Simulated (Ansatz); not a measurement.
# C4H12Ge: the cost of one run

The runs use Ansatz 0.2.0, Gaussian basis; the settings change from run to run.

## 1. The relaxed structure

The structure was relaxed beforehand with PBE0-D4 in a triple-zeta def2 set.

SMILES `C[C](C)(C)[GeH3]`, 17 atoms, charge 0, spin multiplicity 1.

Atoms are counted from 1 here; the program's logs count them from 0.

Bond lengths: C1–C2 1.525 Å, C1–H6 1.094 Å, C1–H7 1.097 Å, C1–H8 1.094 Å, C2–C3 1.525 Å, C2–C4 1.525 Å, C2–Ge5 1.979 Å, C3–H9 1.094 Å, C3–H10 1.094 Å, C3–H11 1.097 Å, C4–H12 1.094 Å, C4–H13 1.094 Å, C4–H14 1.097 Å, Ge5–H15 1.542 Å, Ge5–H16 1.542 Å, Ge5–H17 1.542 Å. Angles: C2–C1–H6 111.8°, C2–C1–H7 110.1°, C2–C1–H8 111.8°, H6–C1–H7 107.5°, H6–C1–H8 107.9°, H7–C1–H8 107.5°, C1–C2–C3 110.0°, C1–C2–C4 110.0°, C1–C2–Ge5 108.9°, C3–C2–C4 110.0°, C3–C2–Ge5 108.9°, C4–C2–Ge5 108.9°, C2–C3–H9 111.8°, C2–C3–H10 111.8°, C2–C3–H11 110.1°, H9–C3–H10 107.9°, H9–C3–H11 107.5°, H10–C3–H11 107.5° and more.

## 2. revPBE/def2-TZVPD

This run has D3(BJ) dispersion, high accuracy.

File in.yaml:

```yaml
crystal:
  periodic: [false, false, false]
  atoms:
    - {symbol: C, position_ang: [-0.740215, 0.398956, -1.329149]}
    - {symbol: C, position_ang: [0.063021, -0.042343, -0.110844]}
    - {symbol: C, position_ang: [1.455115, 0.577850, -0.151524]}
    - {symbol: C, position_ang: [0.170387, -1.562777, -0.079772]}
    - {symbol: Ge, position_ang: [-0.865251, 0.569671, 1.526586]}
    - {symbol: H, position_ang: [-0.837059, 1.487007, -1.380400]}
    - {symbol: H, position_ang: [-0.241391, 0.069129, -2.248830]}
    - {symbol: H, position_ang: [-1.746525, -0.029054, -1.329949]}
    - {symbol: H, position_ang: [2.058039, 0.281576, 0.711358]}
    - {symbol: H, position_ang: [1.413430, 1.670378, -0.173954]}
    - {symbol: H, position_ang: [1.987184, 0.250029, -1.053108]}
    - {symbol: H, position_ang: [-0.813199, -2.039724, -0.049079]}
    - {symbol: H, position_ang: [0.741399, -1.912810, 0.784678]}
    - {symbol: H, position_ang: [0.682881, -1.922581, -0.980501]}
    - {symbol: H, position_ang: [-0.989676, 2.106343, 1.526819]}
    - {symbol: H, position_ang: [-2.279431, -0.040123, 1.597982]}
    - {symbol: H, position_ang: [-0.077709, 0.137976, 2.779688]}
basis:
  gaussian: {orbitals: def2-TZVPD}
hamiltonian: {xc: {name: revPBE}, dispersion: d3bj}
accuracy: high
```

Command:

```
$ ansatz run in.yaml --threads 8 --pin off --events-out ev --progress --plain --max-ram 20889MiB
```

Q: Estimate wall time and peak memory on 8 threads of AMD EPYC, shared host.

About 48 s, with a peak of 3.1 GiB.
